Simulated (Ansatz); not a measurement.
# SnF4: the relaxed shape and its frontier levels

What does SnF4 look like as a singlet, and where do its frontier electrons sit?

Method: RKS PBE0-D4/def2-TZVP; program: Ansatz 0.2.0, Gaussian basis.

Levels to be run: relaxation at r2SCAN-D4/def2-SVP; a search for the lowest solution at PBE0-D4/def2-SVP; a single point at PBE0-D4/def2-TZVP.

1 further run of the same task is left out (set aside as unsound or not needed).

## (1) The system as given

5 atoms, charge 0, spin multiplicity 1.

Atoms are counted from 1 here; the program's logs count them from 0.

Bond lengths: Sn1–F2 1.915 Å, Sn1–F3 1.915 Å, Sn1–F4 1.915 Å, Sn1–F5 1.915 Å. Angles: F2–Sn1–F3 109.5°, F2–Sn1–F4 109.5°, F2–Sn1–F5 109.4°, F3–Sn1–F4 109.4°, F3–Sn1–F5 109.5°, F4–Sn1–F5 109.5°.

Coordinates:

```xyz
5
F4Sn
Sn    0.0000    0.0003    0.0004
F     0.0105   -0.0191    1.9156
F     1.8019    0.0110   -0.6490
F    -0.9099    1.5675   -0.6192
F    -0.9025   -1.5598   -0.6478
```

Sn takes a core potential in the def2 sets. No spin-orbit coupling is included.

The start is a GFN2-xTB geometry.

## (2) Optimising with r2SCAN-D4/def2-SVP

Input file in.yaml:

```yaml
crystal:
  periodic: [false, false, false]
  atoms:
    - {symbol: Sn, position_ang: [0.000020, 0.000320, 0.000390]}
    - {symbol: F, position_ang: [0.010500, -0.019090, 1.915570]}
    - {symbol: F, position_ang: [1.801860, 0.011010, -0.648980]}
    - {symbol: F, position_ang: [-0.909900, 1.567510, -0.619170]}
    - {symbol: F, position_ang: [-0.902480, -1.559760, -0.647810]}
basis:
  gaussian: {orbitals: def2-SVP}
hamiltonian: {xc: r2scan, dispersion: d4}
scf: {omitted_lower_state_checks: [starts]}
output: {orbitals: {seedname: orbitals}}
relax: {f_tol: 0.02, max_steps: 100}
```

The run is started by

```sh
$ ansatz run in.yaml --threads 4 --pin off --events-out ev --progress --plain --max-ram 3916MiB
```

After this run come: Searching for the lowest solution, PBE0-D4/def2-SVP; Single point, PBE0-D4/def2-TZVP.

Before running them: what should the planned runs give, taken together? Wanted: point group; commonest bond; HOMO, LUMO at PBE0-D4/def2-TZVP; dipole at r2SCAN-D4/def2-SVP.

**Answer**, as computed:

```
                       quantity                           value
                    point group                              Td
                 commonest bond  F–Sn, 4 of mean length 1.908 Å
HOMO, LUMO at PBE0-D4/def2-TZVP                -12.39, -4.01 eV
   dipole at r2SCAN-D4/def2-SVP                          0.00 D
```

The molecule keeps its bonding pattern by the stored test; the atoms moved 0.01 Å (rms). No usable vibrations, so a minimum isn't proven.
